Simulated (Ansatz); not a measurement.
# H6O2W: a dynamics run in two tries

Wanted: a short trajectory, and a check that the input is sound.

All numbers below are computed with Ansatz 0.2.0 (RKS PBE-D4/def2-SVP).

## 1. The starting structure

Bond lengths: W1–O2 1.924 Å, O2–H3 0.971 Å, W1–H4 1.686 Å, W1–H5 1.807 Å, W1–H6 1.798 Å, W1–O7 1.806 Å, O7–H8 1.008 Å, W1–H9 1.760 Å. Angles (14 of 17 angles, heavy atoms first): O2–W1–O7 112.6°, W1–O2–H3 111.6°, O2–W1–H4 88.1°, O2–W1–H5 145.4°, O2–W1–H6 80.9°, O2–W1–H9 136.8°, H4–W1–O7 118.3°, H5–W1–O7 94.5°, H6–W1–O7 129.9°, O7–W1–H9 93.9°, W1–O7–H8 105.2°, H4–W1–H5 59.4°, H4–W1–H6 109.9°, H4–W1–H9 109.3°.

Coordinates:

```xyz
9

W     0.2315   -0.2774    0.2846
O     0.1506   -0.2802    2.2067
H    -0.6188    0.2148    2.5328
H     1.6071    0.6902    0.3993
H     0.8960    0.5538   -1.1752
H    -1.2433    0.7268    0.5102
O     0.4086   -1.9375   -0.4054
H     1.0600   -2.4084    0.2029
H    -0.7739    0.2959   -1.0417
```

## 2. The run

Contents of input.yaml:

```yaml
crystal:
  periodic: [false, false, false]
  atoms:
    - { symbol: W, position_ang: [0.231491, -0.277363, 0.284615] }
    - { symbol: O, position_ang: [0.150559, -0.28015, 2.206742] }
    - { symbol: H, position_ang: [-0.618786, 0.214795, 2.532789] }
    - { symbol: H, position_ang: [1.607132, 0.690227, 0.399264] }
    - { symbol: H, position_ang: [0.895998, 0.553843, -1.175247] }
    - { symbol: H, position_ang: [-1.243283, 0.726814, 0.510161] }
    - { symbol: O, position_ang: [0.40861, -1.937454, -0.405417] }
    - { symbol: H, position_ang: [1.059973, -2.408431, 0.202861] }
    - { symbol: H, position_ang: [-0.773875, 0.295879, -1.041744] }
basis:
  gaussian: { orbitals: def2-SVP }
hamiltonian:
  xc: pbe
  dispersion: d4
md:
  timestep: 0.5
  n_steps: 25
  ensemble: nvt_langevin
  temperature: 1000.0
  initial_velocities: maxwell_boltzmann
  seed: 960988
  friction: 0.005
  dt: 0.5
```

Launch:

```
$ ansatz run input.yaml --threads 2 --pin off --max-ram 3072MiB --backend cpu --events-out ev --progress --plain --runs-dir out
```

**Question.** What will these runs give? Wanted: first try.

The runs gave:

```
 quantity                                                                               value
first try                                                                             refused
    cause  one key bears a name from other programs (dt, n_images) that this one doesn't know
```

What this shows: The fault in the first input was caught at the input check and cost nothing.
